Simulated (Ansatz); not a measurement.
# C₃H₇AlGe: up Jacob's ladder to CCSD(T)

An exercise on one series of results from a longer session: the logs are not shown, and one member is left open.

Program: Ansatz 0.2.0, Gaussian basis. Level of theory: functionals in def2-TZVPP, the program's frozen cores in correlated methods. These are calculated values, not measurements.

Plan: PBE-D4, r2SCAN-D4, PBE0-D4, B3LYP-D4, ωB97X-V, ωB97M-V, B2PLYP; CCSD(T)/def2-TZVPP; MP2/def2-QZVPP; extrapolation to the limit.

## The relaxed structure

An earlier PBE0-D4 in a triple-zeta def2 set relaxation fixed the geometry.

SMILES `[AlH2][GeH]1[CH]=C[CH2]1`, 12 atoms, charge 0, spin multiplicity 1.

Atoms are counted from 1 here; the program's logs count them from 0.

Bond lengths: Al1–Ge2 2.479 Å, Al1–H6 1.589 Å, Al1–H7 1.589 Å, Ge2–C3 1.962 Å, Ge2–C5 2.006 Å, Ge2–H8 1.549 Å, C3–C4 1.339 Å, C3–H9 1.084 Å, C4–C5 1.508 Å, C4–H10 1.092 Å, C5–H11 1.093 Å, C5–H12 1.092 Å. Angles: Ge2–Al1–H6 120.8°, Ge2–Al1–H7 120.0°, H6–Al1–H7 119.1°, Al1–Ge2–C3 115.3°, Al1–Ge2–C5 118.8°, Al1–Ge2–H8 115.1°, C3–Ge2–C5 71.9°, C3–Ge2–H8 114.7°, C5–Ge2–H8 114.2°, Ge2–C3–C4 92.4°, Ge2–C3–H9 140.0°, C4–C3–H9 127.5°, C3–C4–C5 109.7°, C3–C4–H10 126.3°, C5–C4–H10 124.0°, Ge2–C5–C4 85.9°, Ge2–C5–H11 114.7°, Ge2–C5–H12 117.4° and more.

Set-up of the first run:

File in.yaml:

```yaml
crystal:
  periodic: [false, false, false]
  atoms:
    - {symbol: Al, position_ang: [-0.191900, 1.685953, 1.988437]}
    - {symbol: Ge, position_ang: [-0.845168, 0.010639, 0.281795]}
    - {symbol: C, position_ang: [-0.160877, 0.345250, -1.526605]}
    - {symbol: C, position_ang: [0.644914, -0.722788, -1.480499]}
    - {symbol: C, position_ang: [0.446203, -1.454136, -0.176655]}
    - {symbol: H, position_ang: [-1.045744, 3.009624, 2.199465]}
    - {symbol: H, position_ang: [1.132853, 1.478006, 2.841235]}
    - {symbol: H, position_ang: [-2.325284, -0.443810, 0.339435]}
    - {symbol: H, position_ang: [-0.258530, 1.064528, -2.331243]}
    - {symbol: H, position_ang: [1.344637, -1.038931, -2.256286]}
    - {symbol: H, position_ang: [-0.005752, -2.442692, -0.287202]}
    - {symbol: H, position_ang: [1.341547, -1.546742, 0.442123]}
basis:
  gaussian: {orbitals: def2-TZVPP}
hamiltonian: {xc: pbe, dispersion: d4}
output: {forces: true, orbitals: {seedname: orbitals}}
```

Command:

```console
$ ansatz run in.yaml --threads 4 --pin off --events-out ev --progress --plain --max-ram 10444MiB
```

Among the steps run: PBE-D4 (GGA); r2SCAN-D4 (meta-GGA); PBE0-D4 (hybrid); B3LYP-D4 (hybrid); ωB97X-V (range-separated); ωB97M-V (range-separated); B2PLYP (double hybrid); CCSD(T) in def2-TZVPP; MP2 in def2-QZVPP.

One of the session's tables, all rows but one given; the rest of the session is left out.

It belongs to the step «Atomisation energies». 

```
            method  atomisation energy (kJ/mol)
            PBE-D4                       4266.1
         r2SCAN-D4                       4217.4
           PBE0-D4                       4216.0
          B3LYP-D4                       4182.8
           ωB97X-V                       4215.2
           ωB97M-V                            ?
            B2PLYP                       4146.8
     HF/def2-TZVPP                       3092.6
    MP2/def2-TZVPP                       4159.3
   CCSD/def2-TZVPP                       4050.7
CCSD(T)/def2-TZVPP                       4116.4
           MP2/CBS                       4251.4
       CCSD(T)/CBS                       4208.5
```

Estimate the missing values for ωB97M-V.

**Answer.** atomisation energy (kJ/mol): 4195.3. In the column «atomisation energy (kJ/mol)» it lies between B3LYP-D4 (4182.8) and CCSD(T)/CBS (4208.5).

Limits of these values: Free atoms (1 Al, 1 Ge, 3 C, 7 H) were run apart at each level; the atomisation energy is their sum less the molecule, without zero-point or spin-orbit terms.
